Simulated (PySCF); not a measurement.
**Ho(OH)3: other functionals and bases at one geometry**

Aim: see how levels, charges and forces of Ho(OH)3 depend on the level of theory. The structure is generated, not taken from experiment.

Computed with PySCF 2.14.0. Level: several levels, as the steps say, no spin–orbit coupling.

1 further run of the same task is left out (for a known fault of the program).

**1. The starting structure**

7 atoms, charge 0, spin multiplicity 1.

Bond lengths: Ho1–O2 2.035 Å, Ho1–O4 2.035 Å, Ho1–O6 2.035 Å, O2–H3 0.955 Å, O4–H5 0.955 Å, O6–H7 0.955 Å. Angles: O2–Ho1–O4 120.0°, O2–Ho1–O6 120.0°, O4–Ho1–O6 120.0°, Ho1–O2–H3 179.9°, Ho1–O4–H5 179.9°, Ho1–O6–H7 179.9°.

Coordinates:

```xyz
7
charge 0, multiplicity 1
Ho    0.0000    0.0000    0.1439
O     2.0348    0.0000    0.1445
H     2.9899    0.0000    0.1461
O    -1.0174    1.7622    0.1445
H    -1.4950    2.5894    0.1461
O    -1.0174   -1.7622    0.1445
H    -1.4950   -2.5894    0.1461
```

Formal oxidation states: Ho +3. Each metal's 10 4f electrons lie in its core potential, so multiplicities, spins and levels count the valence alone. An earlier session relaxed this geometry at PBE0, Ho lcecp-1-SVP with ECP56, O def2-SVP, H def2-SVP (singlet, point group D3h).

At PBE0 on the finer grid: E = -264.900603 Eh, HOMO -7.64 eV, LUMO -1.29 eV, Mulliken charge on Ho1 +1.06 e, largest force component 0.005 eV/Å. 

Levels to run: r2SCAN; TPSSh; PBE0, TZVP. Hardware: 2 threads of Intel Xeon 6975P-C (Granite Rapids), shared host.

**2. r2SCAN**

Input file run.py (the lines that set the calculation):

```python
mol = gto.M(atom='''
Ho     0.00000     0.00000     0.14387
O      2.03478     0.00001     0.14452
H      2.98994     0.00001     0.14608
O     -1.01740     1.76217     0.14452
H     -1.49498     2.58936     0.14608
O     -1.01738    -1.76218     0.14452
H     -1.49496    -2.58937     0.14608''',
    basis={'Ho': 'lcecp-1-SVP', 'O': 'def2-SVP', 'H': 'def2-SVP'},
    ecp={'Ho': 'lcecp-1-SVP'},
    charge=0, spin=0)
mf = dft.RKS(mol, xc='R2SCAN')
mf.grids.atom_grid = (75, 302)  # f atoms: unpruned, at least (60, 302)
mf = mf.density_fit()  # fitting sets: Ho AutoAux, O def2-universal-JKFIT, H def2-universal-JKFIT
mf.conv_tol = 1e-08; mf.max_cycle = 55
mf.kernel(dm0)  # dm0: the density of the relaxed state
```

Run with:

```
OMP_NUM_THREADS=2 python run.py
```

**3. TPSSh**

Edit run.py (the lines that set the calculation) of step 2 so:

```diff
@@ -11,3 +11,3 @@
     charge=0, spin=0)
-mf = dft.RKS(mol, xc='R2SCAN')
+mf = dft.RKS(mol, xc='TPSSH')
 mf.grids.atom_grid = (75, 302)  # f atoms: unpruned, at least (60, 302)
```

**4. PBE0, TZVP**

Basis: Ho lcecp-1-TZVP with ECP56, O def2-TZVP, H def2-TZVP. 

Input file run.py (the lines that set the calculation):

```python
mol = gto.M(atom='''
Ho     0.00000     0.00000     0.14387
O      2.03478     0.00001     0.14452
H      2.98994     0.00001     0.14608
O     -1.01740     1.76217     0.14452
H     -1.49498     2.58936     0.14608
O     -1.01738    -1.76218     0.14452
H     -1.49496    -2.58937     0.14608''',
    basis={'Ho': 'lcecp-1-TZVP', 'O': 'def2-TZVP', 'H': 'def2-TZVP'},
    ecp={'Ho': 'lcecp-1-TZVP'},
    charge=0, spin=0)
mf = dft.RKS(mol, xc='PBE0')
mf.grids.atom_grid = (75, 302)  # f atoms: unpruned, at least (60, 302)
mf = mf.density_fit()  # fitting sets: Ho AutoAux, O def2-universal-JKFIT, H def2-universal-JKFIT
mf.conv_tol = 1e-08; mf.max_cycle = 55
mf.kernel(dm0)  # dm0: free metal ions and neutral atoms
```

What does the calculation give? Wanted: for each run, HOMO; gap; charge on Ho1; dipole; largest force.

**Answer**, as computed:

| level | state | HOMO (eV) | gap (eV) | charge on Ho1 (e) | dipole (D) | largest force (eV/Å) | basis functions | time |
| --- | --- | --- | --- | --- | --- | --- | --- | --- |
| PBE0 (relaxed here) | singlet | -7.64 | 6.35 | 1.06 | 0.00 | 0.01 | 90 | 9.3 s |
| r2SCAN | singlet | -6.31 | 4.72 | 1.03 | 0.00 | 0.15 | 90 | 5.3 s |
| TPSSh | singlet | -6.69 | 5.21 | 1.03 | 0.00 | 0.29 | 90 | 5.1 s |
| PBE0, TZVP | singlet | -7.88 | 6.53 | 1.64 | 0.00 | 0.27 | 158 | 8.8 s |

Times are on 2 threads of Intel Xeon 6975P-C (Granite Rapids), shared host; the first row also made further properties.

In one basis the HOMO–LUMO gap runs from 4.72 eV (r2SCAN) to 6.35 eV (PBE0). The largest leftover force, 0.29 eV/Å with TPSSh, stands at a geometry relaxed at another level. The Mulliken charge on Ho spans +1.03 to +1.64 e over the levels. With 4f in the core, its levels are missing from HOMO and gap. Total energies of different levels can't be compared. Spin–orbit coupling is left out throughout.
